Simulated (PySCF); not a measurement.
# C₃H₇AlCl₂O: magnetic properties

Computed with PySCF 2.14.0 and routines of our own; the level stands in each step. Atoms count from 0.

## Step 1: The system as given

14 atoms, charge 0, multiplicity 1; geometry from: GFN2-xTB.

## Step 2: Magnetic properties: GIAO BP86/def2-SVP

What the job is given:

```
{"job": {"kind": "mag", "xc": "BP86", "basis": "def2-SVP"}, "charge": 0, "multiplicity": 1}
Al     1.066840     1.906210    -1.228280
Cl     3.003670     2.311370    -1.674060
Cl    -0.459520     3.093380    -1.856230
O      0.764210     0.565750    -0.329950
C      0.256830    -0.511220     0.408400
C     -0.411300    -1.509340    -0.532310
C     -0.724280    -0.000480     1.459330
H      1.107280    -0.997010     0.909570
H     -1.250670    -1.032080    -1.033350
H     -0.768110    -2.371420     0.024570
H      0.299760    -1.841810    -1.285010
H     -0.235110     0.735990     2.093060
H     -1.571590     0.472460     0.967520
H     -1.078020    -0.821790     2.076750
```

With the program's defaults for keys left out, this is: GIAO BP86/def2-SVP magnetisability, rotational g tensor and spin-rotation constants, non-relativistic, gas phase.

Command:

```bash
> OMP_NUM_THREADS=1 python excited_run.py task.json out
```

One launch serves the whole session: the jobs run in the order shown.

Q: Estimate the wall time and peak memory of this first job on 1 thread of Arm Neoverse V2, shared host.

About 24 s, with a peak of 0.47 GiB.
